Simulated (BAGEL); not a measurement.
**UHF/def2-SVP (density fitting with cc-pvqz-jkfit) run of C2H3Cl2Si (SMILES [H]/[C]=C/[SiH](Cl)Cl)**

Aim: the energy change on altering one bond length of C2H3Cl2Si at UHF/def2-SVP (density fitting with cc-pvqz-jkfit), from 2 runs. 

The results are computed with BAGEL 1.2.2.

1 further run of the same task is left out (it didn't finish).

**1. The structure to begin with**

C2H3Cl2Si: 8 atoms, total charge 0, spin state doublet. As SMILES, `[H]/[C]=C/[SiH](Cl)Cl`. The shape is that of a PBE0-D4/def2-TZVP optimisation. This is one conformer, not always the lowest.

Bond lengths: C1–C2 1.302 Å, C2–Si3 1.849 Å, Si3–Cl4 2.046 Å, Si3–Cl5 2.046 Å, C1–H6 1.081 Å, C2–H7 1.096 Å, Si3–H8 1.473 Å. Angles: C1–C2–Si3 119.3°, C2–Si3–Cl4 109.6°, C2–Si3–Cl5 109.6°, Cl4–Si3–Cl5 108.1°, C1–C2–H7 121.6°, Si3–C2–H7 119.1°, C2–C1–H6 140.4°, C2–Si3–H8 111.7°, Cl4–Si3–H8 108.9°, Cl5–Si3–H8 108.9°.

**2. The energy at UHF/def2-SVP (density fitting with cc-pvqz-jkfit)**

job.json

```json
{ "bagel": [

{
  "title": "molecule",
  "basis": "svp",
  "df_basis": "cc-pvqz-jkfit",
  "angstrom": true,
  "geometry": [
    { "atom": "C", "xyz": [      -0.467200,       1.549800,       0.659300 ] },
    { "atom": "C", "xyz": [      -0.193600,       0.279100,       0.737900 ] },
    { "atom": "Si", "xyz": [       0.301600,      -0.635800,      -0.791100 ] },
    { "atom": "Cl", "xyz": [      -1.013100,      -2.166600,      -1.130900 ] },
    { "atom": "Cl", "xyz": [       2.164100,      -1.443500,      -0.534600 ] },
    { "atom": "H", "xyz": [      -0.772500,       2.376400,       1.285600 ] },
    { "atom": "H", "xyz": [      -0.249600,      -0.262100,       1.689000 ] },
    { "atom": "H", "xyz": [       0.322500,       0.245600,      -1.971100 ] }
  ]
},

{
  "title": "uhf",
  "nopen": 1
},

{
  "title": "print",
  "file": "orbitals.molden",
  "orbitals": true
}

]}
```

Launch:

```console
$ BAGEL_NUM_THREADS=1 BAGEL job.json > job.out
```

Standard output:

```text
* using 1 threads per process

  ===============================================================
  ===============================================================

  *** Geometry ***

  { "atom" : "C", "xyz" : [     -0.882880,      2.928698,      1.245896 ] },
  { "atom" : "C", "xyz" : [     -0.365851,      0.527423,      1.394429 ] },
  { "atom" : "Si", "xyz" : [      0.569941,     -1.201488,     -1.494962 ] },
  { "atom" : "Cl", "xyz" : [     -1.914482,     -4.094281,     -2.137091 ] },
  { "atom" : "Cl", "xyz" : [      4.089556,     -2.727820,     -1.010248 ] },
  { "atom" : "H", "xyz" : [     -1.459813,      4.490745,      2.429432 ] },
  { "atom" : "H", "xyz" : [     -0.471676,     -0.495297,      3.191747 ] },
  { "atom" : "H", "xyz" : [      0.609437,      0.464117,     -3.724839 ] },

  Number of auxiliary basis functions:      809

  Since a DF basis is specified, we compute 2- and 3-index integrals:
    o Being stored without compression. Storage requirement is 0.061 GB

  Number of basis functions:       97
  Number of electrons      :       63

    * METHOD: MOLECULE                             0.89

  *** Open-shell HF ***

  === Nuclear Repulsion ===
   320.2080702900

      * DIIS with orbital gradients will be used.

  === UHF iteration (svp) ===
      0      -1284.86922106          0.02168833           0.56
      1      -1284.97772313          0.00968977           0.51
      2      -1284.99672826          0.00442254           0.49
      3      -1285.00126321          0.00117885           0.52
      4      -1285.00278851          0.00056024           0.53
      5      -1285.00333284          0.00019958           0.51
      6      -1285.00402294          0.00007903           0.51
      7      -1285.00448890          0.00005828           0.63
      8      -1285.00484919          0.00005491           0.50
      9      -1285.00522836          0.00005298           0.54
     10      -1285.00560342          0.00004850           0.49
     11      -1285.00608200          0.00003307           0.50
     12      -1285.00600671          0.00004624           0.51
     13      -1285.00591943          0.00007002           0.53
     14      -1285.00617009          0.00000667           0.51
     15      -1285.00617016          0.00000299           0.52
     16      -1285.00617020          0.00000072           0.54
     17      -1285.00617029          0.00000023           0.53
     18      -1285.00617030          0.00000010           0.57
     19      -1285.00617030          0.00000004           0.51
     20      -1285.00617030          0.00000002           0.57
     21      -1285.00617030          0.00000001           0.60
     22      -1285.00617030          0.00000000           0.55
    * SCF iteration converged.

    * S^2 (UHF) is 0.9286

    * Permanent dipole moment:
           (    0.266230,    -0.792875,    -0.457496) a.u.

    * METHOD: UHF                                 12.72

    * METHOD: PRINT                                0.05

  ===============================================================
```

Wall time 14 s (1 thread of AMD EPYC 7R43 (Zen 3), shared host); peak memory 0.22 GiB.

**3. The distorted shape at the same level**

calc.json

```json
{ "bagel" : [

{
  "title" : "molecule",
  "basis" : "svp",
  "df_basis" : "cc-pvqz-jkfit",
  "angstrom" : "true",
  "geometry" : [
    { "atom" : "C", "xyz" : [      -0.470334,       1.417614,       0.836268 ] },
    { "atom" : "C", "xyz" : [      -0.196734,       0.146914,       0.914868 ] },
    { "atom" : "Si", "xyz" : [       0.298466,      -0.767986,      -0.614132 ] },
    { "atom" : "Cl", "xyz" : [      -1.016234,      -2.298786,      -0.953932 ] },
    { "atom" : "Cl", "xyz" : [       2.160966,      -1.575686,      -0.357632 ] },
    { "atom" : "H", "xyz" : [      -0.775634,       2.244214,       1.462568 ] },
    { "atom" : "H", "xyz" : [      -0.252734,      -0.394286,       1.865968 ] },
    { "atom" : "H", "xyz" : [       0.322500,       0.245600,      -1.971100 ] }
  ]
},

{
  "title" : "uhf",
  "nopen" : 1
},

{
  "title" : "print",
  "file" : "orbitals.molden",
  "orbitals" : "true"
}

]}
```

Launch:

```console
$ BAGEL_NUM_THREADS=1 BAGEL calc.json > calc.out
```

Standard output:

```text
* using 1 threads per process

  ===============================================================
  ===============================================================

  *** Geometry ***

  { "atom" : "C", "xyz" : [     -0.888802,      2.678902,      1.580317 ] },
  { "atom" : "C", "xyz" : [     -0.371773,      0.277627,      1.728850 ] },
  { "atom" : "Si", "xyz" : [      0.564019,     -1.451283,     -1.160541 ] },
  { "atom" : "Cl", "xyz" : [     -1.920404,     -4.344076,     -1.802670 ] },
  { "atom" : "Cl", "xyz" : [      4.083634,     -2.977615,     -0.675827 ] },
  { "atom" : "H", "xyz" : [     -1.465736,      4.240950,      2.763853 ] },
  { "atom" : "H", "xyz" : [     -0.477598,     -0.745093,      3.526168 ] },
  { "atom" : "H", "xyz" : [      0.609437,      0.464117,     -3.724839 ] },

  Number of auxiliary basis functions:      809

  Since a DF basis is specified, we compute 2- and 3-index integrals:
    o Being stored without compression. Storage requirement is 0.061 GB

  Number of basis functions:       97
  Number of electrons      :       63

    * METHOD: MOLECULE                             1.04

  *** Open-shell HF ***

  === Nuclear Repulsion ===
   319.0968720362

      * DIIS with orbital gradients will be used.

  === UHF iteration (svp) ===
      0      -1284.85354604          0.02164719           0.59
      1      -1284.96201726          0.00981352           0.53
      2      -1284.98150330          0.00459822           0.52
      3      -1284.98632522          0.00118727           0.54
      4      -1284.98785180          0.00057708           0.66
      5      -1284.98841089          0.00019657           0.51
      6      -1284.98909566          0.00008075           0.54
      7      -1284.98957083          0.00005896           0.50
      8      -1284.98993376          0.00005537           0.51
      9      -1284.99031635          0.00005335           0.53
     10      -1284.99068709          0.00004885           0.52
     11      -1284.99118364          0.00003399           0.51
     12      -1284.99110027          0.00004238           0.49
     13      -1284.99098565          0.00007061           0.51
     14      -1284.99125694          0.00000654           0.51
     15      -1284.99125718          0.00000303           0.50
     16      -1284.99125717          0.00000085           0.48
     17      -1284.99125731          0.00000030           0.50
     18      -1284.99125731          0.00000013           0.49
     19      -1284.99125731          0.00000005           0.48
     20      -1284.99125731          0.00000002           0.48
     21      -1284.99125731          0.00000001           0.50
     22      -1284.99125731          0.00000001           0.53
    * SCF iteration converged.

    * S^2 (UHF) is 0.9290

    * Permanent dipole moment:
           (    0.271384,    -0.722297,    -0.570581) a.u.

    * METHOD: UHF                                 12.54

    * METHOD: PRINT                                0.05

  ===============================================================
```

Run time: 14 s. Hardware: 1 thread of AMD EPYC 7R43 (Zen 3), shared host; peak memory 0.22 GiB.

**4. Results**

At UHF/def2-SVP (density fitting with cc-pvqz-jkfit):

| quantity | value |
| --- | --- |
| first shape: total energy | -1285.00617 Eh |
| first shape: dipole moment | 2.42 D |
| first shape: ⟨S²⟩ | 0.929 |
| distorted shape: total energy | -1284.99126 Eh |
| distorted shape: dipole moment | 2.44 D |
| distorted shape: ⟨S²⟩ | 0.929 |
| energy change with the Si3–H8 bond stretched from 1.473 to 1.694 Å | 0.406 eV |

**Reading.** With the Si3–H8 bond stretched from 1.473 to 1.694 Å the energy rises by 0.41 eV (9.4 kcal/mol). The first shape isn't relaxed at this level, so the change isn't measured from a minimum. ⟨S²⟩ (first shape) is 0.93 where a pure doublet has 0.75: the reference is spin-contaminated. ⟨S²⟩ (distorted shape) is 0.93 where a pure doublet has 0.75: the reference is spin-contaminated.
